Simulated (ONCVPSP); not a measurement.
# Ni: the cost of one run

The numbers are computed with ONCVPSP 4.0.1.1 (patched build) (PBE, scalar-relativistic, spin-unpolarised reference atom).

## Step 1: Starting point

The settings as typed:

```json
{
 "element": "nickel (Ni, Z = 28)",
 "type": "optimised norm-conserving Vanderbilt (ONCV)",
 "frozen core": "[Ne]",
 "valence charge": "18",
 "reference configuration": "3s2 3p6 3d8 4s2",
 "partial waves": "3s+4s: rc 1.30 bohr, ncon 3, nbas 6, qcut 8.8 1/bohr, 2 projectors; 3p: rc 0.75 bohr, ncon 3, nbas 8, qcut 13.3 1/bohr, 2 projectors, debl 2.2 Ha; 3d: rc 1.00 bohr, ncon 4, nbas 9, qcut 14.8 1/bohr, 2 projectors, debl 2.4 Ha",
 "local potential": "polynomial inside 0.45 bohr (lpopt 3, dvloc0 0 Ha)",
 "core correction": "not asked for"
}
```

The outer shells as boxes (Hund's rule for the drawing; the calculation is spin-unpolarised):

```
[Ne] core
3s [↑↓]
3p [↑↓][↑↓][↑↓]
3d [↑↓][↑↓][↑↓][↑ ][↑ ]
4s [↑↓]
```

An earlier all-electron run gives the scale for the radii.

All-electron outer shells of the reference configuration (PBE, scalar-relativistic, ld1.x):

```csv
shell,level (eV),outermost node (bohr),outermost maximum (bohr)
2p,-844.68,–,0.16
3s,-111.06,0.30,0.64
3p,-71.39,0.27,0.65
3d,-8.87,–,0.63
4s,-5.64,0.92,2.24
4p,-1.22,1.00,3.17
```

## Step 2: Generation

Ni.dat reads:

```
# ATOM AND REFERENCE CONFIGURATION
# atsym  z   nc   nv     iexc    psfile
  Ni 28.00    3    4        4      upf
#
#   n    l    f
    1    0    2.00
    2    0    2.00
    2    1    6.00
    3    0    2.00
    3    1    6.00
    3    2    8.00
    4    0    2.00
#
# PSEUDOPOTENTIAL AND OPTIMIZATION
# lmax
    2
#
#   l,   rc,      ep,       ncon, nbas, qcut
    0    1.30    0.00    3    6    8.80
    1    0.75    0.00    3    8   13.30
    2    1.00    0.00    4    9   14.80
#
# LOCAL POTENTIAL
# lloc, lpopt,  rc(5),   dvloc0
    4    3    0.45    0.00
#
# VANDERBILT-KLEINMAN-BYLANDER PROJECTORs
# l, nproj, debl
    0    2    3.90
    1    2    2.20
    2    2    2.40
#
# MODEL CORE CHARGE
# icmod, fcfact, rcfact
    0    0.00    0.00
#
# LOG DERIVATIVE ANALYSIS
# epsh1, epsh2, depsh
   -6.00    5.00    0.04
#
# OUTPUT GRID
# rlmax, drl
    6.00    0.01
#
# TEST CONFIGURATIONS
# ncnf
    4
# nvcnf
#   n    l    f
    4
    3    0    2.00
    3    1    6.00
    3    2    8.00
    4    0    1.00
#
    4
    3    0    2.00
    3    1    6.00
    3    2    8.00
    4    0    0.00
#
    4
    3    0    2.00
    3    1    6.00
    3    2    7.00
    4    0    0.00
#
    4
    3    0    2.00
    3    1    6.00
    3    2    7.00
    4    0    2.00
#
```

Run with:

```console
$ oncvpsp.x < Ni.dat > Ni.out
```

**Question.** How long does this run take on 1 thread of AMD EPYC 9R45, shared host?

About 3 s.
